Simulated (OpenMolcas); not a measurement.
# Co²⁺ among point charges: CASSCF and CASPT2 levels and susceptibility

Aim: the splitting of the states of Co²⁺ in the field of 5 point charges, its lowest levels with spin-orbit coupling and its magnetic susceptibility.

Method: state-averaged CASSCF and CASPT2, spin-orbit coupling by RASSI with atomic mean-field integrals. Code: OpenMolcas 26.06.

## 1. Starting point

```
Species                           : Co²⁺ (cobalt, Z = 27, 25 electrons)
Basis                             : ANO-RCC-VDZP [5s4p2d1f], 34 functions
Scalar Hamiltonian                : DKH2, point nucleus
Inactive shells                   : 1s 2s 2p 3s 3p
Active space                      : 7 electrons in 5 orbitals (3d)
Some configurations of this space : 3d⁷
Orbitals                          : optimised for each spin and parity, averaged over all roots
```

The outer shells:

3d7
```
3d [↑↓][↑↓][↑ ][↑ ][↑ ]
```

The ion sits among 5 point charges of -1.5 e arranged as a trigonal bipyramid (D3h), 1.84 Å from the ion, with the axial distance 2.006 Å.

The work runs as a chain of OpenMolcas steps in one folder; each step below is one input file. Labels, J, g values, rates, χT and fits are worked out afterwards by a script from the matrices that RASSI stores.

## 2. Basis and integrals

File a.inp:

```
&GATEWAY
Coord
1

Co 0.0 0.0 0.0
Basis=ANO-RCC-VDZP
Group=NoSym
NoMove
AngMom=0.0 0.0 0.0
AMFI
XField
5 Angstrom 0
1.840000 0.000000 0.000000 -1.500000
-0.920000 1.593487 0.000000 -1.500000
-0.920000 -1.593487 0.000000 -1.500000
0.000000 0.000000 2.005600 -1.500000
0.000000 0.000000 -2.005600 -1.500000
&SEWARD
```

Command:

```bash
OMP_NUM_THREADS=1 MOLCAS_MEM=1689 MOLCAS_PROJECT=a pymolcas a.inp > a.log
```

## 3. Reference wave functions, quartets, 10 roots

File a.inp:

```
&RASSCF
FileOrb=start.orb
Symmetry=1
Spin=4
nActEl=7 0 0
Inactive=9
Ras2=5
CIRoot=10 10 1
SDav=10
CIMx=300
Iter=120 100
PrWF=0.3
OrbListing=Nothing
MaxOrb=0
>>> COPY $Project.JobIph JOB001
```

start.orb holds the contracted functions of the basis, ordered by shell, or the orbitals of the step before.

## 4. CASSCF: doublets, 40 roots

File a.inp:

```
&RASSCF
FileOrb=start.orb
Symmetry=1
Spin=2
nActEl=7 0 0
Inactive=9
Ras2=5
CIRoot=40 40 1
SDav=40
CIMx=300
Iter=120 100
PrWF=0.3
OrbListing=Nothing
MaxOrb=0
>>> COPY $Project.JobIph JOB002
```

## 5. State interaction with spin-orbit coupling

File a.inp:

```
&RASSI
NrOfJobIphs=2 10 40
1 2 3 4 5 6 7 8 9 10
1 2 3 4 5 6 7 8 9 10 11 12 13 14 15 16 17 18 19 20 21 22 23 24 25 26 27
28 29 30 31 32 33 34 35 36 37 38 39 40
IphNames
JOB001
JOB002
EJob
SpinOrbit
DIPRint=1.0
SOCoupling=1000.0
Subsets=2
Property=9
'ANGMOM' 1 'ANGMOM' 2 'ANGMOM' 3 'MLTPL  1' 1 'MLTPL  1' 2 'MLTPL  1' 3
'AMFI' 1 'AMFI' 2 'AMFI' 3
SOProperty=3
'ANGMOM' 1 'ANGMOM' 2 'ANGMOM' 3
```

## 6. CASPT2: IPEA 0.25, imaginary shift 0.1 (closed shells correlated: 3s 3p)

File a.inp:

```
>>> COPY JOB001 $Project.JobIph
&CASPT2
Multistate=10 1 2 3 4 5 6 7 8 9 10
NoMult
Frozen=5
IPEA=0.25
Imaginary=0.1
MaxIter=60
WThr=0.0 0.3 0.05
PrWF=0.5
NoMix
>>> COPY JOB002 $Project.JobIph
&CASPT2
Multistate=40 1 2 3 4 5 6 7 8 9 10 11 12 13 14 15 16 17 18 19 20 21 22
23 24 25 26 27 28 29 30 31 32 33 34 35 36 37 38 39 40
NoMult
Frozen=5
IPEA=0.25
Imaginary=0.1
MaxIter=60
WThr=0.0 0.3 0.05
PrWF=0.5
NoMix
```

(Steps that only read results are left out.)

Before running it: what results should come out? Wanted: spin-free ground state; first state of the same spin within the active space; lowest level; next level.

As calculated:

| quantity | value |
| --- | --- |
| method | SS-CASPT2, IPEA 0.25, imaginary shift 0.1 (closed shells correlated: 3s 3p) |
| spin-free ground state | 4A2, 1-fold in its orbital part |
| first state of the same spin within the active space | 4A1 at 199 cm⁻¹ |
| lowest level | 2-fold E3/2, g = 0.00, 0.00, 11.97 |
| next level | 200.8 cm⁻¹ |
| χT at 300 K | 4.65 cm³ K/mol |
| effective moment at 300 K | 6.10 μB |

Cost by method:

```csv
method,time of its own steps,time with the reference
A. CASSCF,11 s,11 s
"B. SS-CASPT2, IPEA 0.25, imaginary shift 0.1, +3s 3p",4.2 s,15 s
```

Times are of one thread on a shared host.

In words: The spin-free ground state (4A2) comes to 100 % from free-ion F terms and keeps the highest spin of the shell. χT at 300 K is 4.65, against 1.88 cm³ K/mol for the spin alone, so orbital moment adds to it. An active space of the d shell alone favours high spin; real ions in strong fields can be low spin. CASPT2 does not keep the components of a term degenerate, and the means are used. Reference weights range from 0.83 to 0.93, which points to intruder states or a small active space for some roots. The field of point charges can differ much from that of real complexes. With metal d orbitals alone active, the gaps between spin states are rough; where two lie within a few thousand cm-1, their order is open. This is an electrostatic model: the charges have no orbitals.
